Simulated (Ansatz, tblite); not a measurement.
# Ge(vinyl)H3 (C2H6Ge): a ladder of methods and basis sets

How do method and basis change the picture of Ge(vinyl)H3 (C2H6Ge) (singlet)?

Computed with Ansatz 0.2.0, Gaussian basis. Level: as each input shows.

The runs, in order: GFN1-xTB, GFN2-xTB, PBE-D4/def2-TZVP, r2SCAN-D4/def2-TZVP, BHLYP-D4/def2-TZVP, ωB97X-V/def2-TZVP, B2PLYP/def2-TZVP, BLYP-D4/def2-TZVP, PBE-QIDH/def2-TZVP, r2SCANh-D4/def2-TZVP, HF/def2-TZVP, PBE-D4/def2-SVP, PBE0-D4/def2-SVP, HF/6-31G, B3LYP-D4/6-31G, PBE0-D4/def2-TZVPD, PBE-D4/def2-TZVPD, r2SCAN-D4/def2-TZVPD, CCSD(T)/def2-TZVPP, MP2/def2-TZVP, RPA/def2-TZVP.

**1. The structure**

The singlet was relaxed beforehand with PBE0-D4/def2-TZVP.

9 atoms, charge 0, spin multiplicity 1.

Bond lengths: Ge1–C2 1.938 Å, Ge1–H7 1.538 Å, Ge1–H8 1.539 Å, Ge1–H9 1.539 Å, C2–C3 1.327 Å, C2–H4 1.088 Å, C3–H5 1.086 Å, C3–H6 1.087 Å. Angles: C2–Ge1–H7 108.5°, C2–Ge1–H8 110.7°, C2–Ge1–H9 110.5°, H7–Ge1–H8 109.6°, H7–Ge1–H9 109.6°, H8–Ge1–H9 108.0°, Ge1–C2–C3 123.1°, Ge1–C2–H4 118.1°, C3–C2–H4 118.9°, C2–C3–H5 122.0°, C2–C3–H6 121.9°, H5–C3–H6 116.1°.

Geometry (Å):

```xyz
9
charge 0, multiplicity 1
Ge   -0.22233    0.27390   -1.27571
C    -0.38617    0.11820    0.64915
C     0.53879   -0.45245    1.41079
H    -1.28152    0.51748    1.12090
H     1.45042   -0.87094    0.99374
H     0.42846   -0.52660    2.48930
H     1.11074   -0.36169   -1.70382
H    -0.25206    1.75103   -1.70746
H    -1.38632   -0.44895   -1.97689
```

PBE0-D4/def2-TZVP was run before; its log isn't repeated, and its numbers join the tables.

**2. GFN1-xTB**

Tight binding, by tblite at 300 K electronic temperature and without a spin-polarisation term:

```python
tblite.interface.Calculator('GFN1-xTB', numbers, positions, charge=0, uhf=0).singlepoint()
```

Energy -247.0177 eV, HOMO -12.36 eV, LUMO -7.50 eV; 0.014 s.

**3. GFN2-xTB**

Tight binding, by tblite at 300 K electronic temperature and without a spin-polarisation term:

```python
tblite.interface.Calculator('GFN2-xTB', numbers, positions, charge=0, uhf=0).singlepoint()
```

Energy -250.4800 eV, HOMO -11.18 eV, LUMO -6.25 eV; 0.007 s.

**4. PBE-D4/def2-TZVP**

start.molden holds the orbitals of an earlier run on this state, given as this run's starting guess.

in.yaml reads:

```yaml
crystal:
  periodic: [false, false, false]
  atoms:
    - {symbol: Ge, position_ang: [-0.222332, 0.273904, -1.275711]}
    - {symbol: C, position_ang: [-0.386170, 0.118198, 0.649146]}
    - {symbol: C, position_ang: [0.538793, -0.452450, 1.410791]}
    - {symbol: H, position_ang: [-1.281524, 0.517483, 1.120899]}
    - {symbol: H, position_ang: [1.450417, -0.870937, 0.993744]}
    - {symbol: H, position_ang: [0.428460, -0.526603, 2.489302]}
    - {symbol: H, position_ang: [1.110744, -0.361687, -1.703823]}
    - {symbol: H, position_ang: [-0.252056, 1.751027, -1.707464]}
    - {symbol: H, position_ang: [-1.386322, -0.448946, -1.976894]}
basis:
  gaussian: {orbitals: def2-TZVP, initial_orbitals: start.molden}
hamiltonian: {xc: pbe, dispersion: d4}
scf: {omitted_lower_state_checks: [starts]}
output: {forces: true, orbitals: {seedname: orbitals}}
```

Started as:

```console
> ansatz run in.yaml --threads 4 --pin off --events-out ev --progress --plain --max-ram 3916MiB
```

The runs that follow: r2SCAN-D4/def2-TZVP; BHLYP-D4/def2-TZVP; ωB97X-V/def2-TZVP; B2PLYP/def2-TZVP; BLYP-D4/def2-TZVP; PBE-QIDH/def2-TZVP; r2SCANh-D4/def2-TZVP; HF/def2-TZVP; PBE-D4/def2-SVP; PBE0-D4/def2-SVP; HF/6-31G; B3LYP-D4/6-31G; PBE0-D4/def2-TZVPD; PBE-D4/def2-TZVPD; r2SCAN-D4/def2-TZVPD; CCSD(T)/def2-TZVPP; MP2/def2-TZVP; RPA/def2-TZVP.

Before running them: what should the planned runs give, taken together? Wanted: gap in def2-TZVP, named functionals and Hartree-Fock, smallest and largest; correlation energy, CCSD(T)/def2-TZVPP; correlation energy, MP2/def2-TZVP; binding an atom, CCSD(T)/def2-TZVPP; PBE0 total energy, smallest basis above largest.

**Answer**, as computed:

| quantity | value |
| --- | --- |
| gap in def2-TZVP, named functionals and Hartree-Fock, smallest and largest | 5.47 eV (BLYP-D4), 13.82 eV (HF) |
| correlation energy, CCSD(T)/def2-TZVPP | -17.71 eV |
| correlation energy, MP2/def2-TZVP | -15.65 eV |
| binding an atom, CCSD(T)/def2-TZVPP | 3.521 eV |
| PBE0 total energy, smallest basis above largest | 9.46 eV (def2-SVP, def2-TZVPD) |

In words: Over the named functionals and Hartree-Fock in def2-TZVP the gap runs from 5.47 eV (BLYP-D4) to 13.82 eV (HF); exact exchange widens it. A small miss in a minimal or small basis is a cancelling of errors, not accuracy. The functionals in def2-TZVP miss CCSD(T)/def2-TZVPP by -0.023 (BHLYP-D4) to +0.082 eV (PBE-D4) an atom. CCSD(T)/def2-TZVPP isn't at the basis-set limit; small misses against it rank nothing.
